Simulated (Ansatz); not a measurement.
# SnSe2: the cost of one run

Computed with Ansatz 0.2.0 (DFT PBEsol+D3(BJ), scalar-relativistic, plane waves, PAW, unless a step's input says otherwise).

The COD entry's cell or inner coordinates are ideal or old and differ from later refinements, so a difference from it is no clean test against experiment.

## (1) The starting structure

The structure is trigonal, space group P-3m1 (No. 164). The conventional cell has a = 3.811 Å, b = 3.811 Å, c = 6.137 Å, α = 90.00°, β = 90.00°, γ = 120.00°. Around Sn (site symmetry -3m) lie 6 Se at 2.68 Å. Se (site symmetry 3m) is surrounded by 3 Sn at 2.68 Å.

As a file:

```
Sn Se
1.0
     3.81100    0.00000    0.00000
    -1.90550    3.30042    0.00000
     0.00000    0.00000    6.13700
Sn Se
1 2
Direct
  0.00000 0.00000 0.00000
  0.33333 0.66667 0.25000
  0.66667 0.33333 0.75000
```

Source of the structure: the Crystallography Open Database.

## (2) Quick check of gap, pressure and forces

input.yaml reads:

```yaml
crystal:
  lattice:
    - [3.8109987816, 0.0, 0.0]
    - [-1.9054993908, 3.3004217586, 0.0]
    - [0.0, 0.0, 6.137]
  atoms:
    - { symbol: Sn, position: [0.0, 0.0, 0.0] }
    - { symbol: Se, position: [0.3333333333, 0.6666666667, 0.25] }
    - { symbol: Se, position: [0.6666666667, 0.3333333333, 0.75] }
basis:
  ecutwfc: 420
kpoints:
  mp_grid: { grid: [6, 6, 4] }
hamiltonian:
  xc: pbesol
  dispersion: d3bj
scf:
  occupations: { method: gaussian, width: 0.1 }
output:
  forces: true
  stress: true
  eigenvalues: true
```

Run with:

```sh
> ansatz run input.yaml --threads 1 --pin off --max-ram 2560MiB --backend cpu --events-out ev --progress --plain --runs-dir out
```

**Question.** How long does this run take on 1 thread of Intel Xeon at 2.50GHz (Skylake/Cascade Lake), shared host, and how much memory does it need?

About 5.5 s, with a peak of 0.38 GiB.
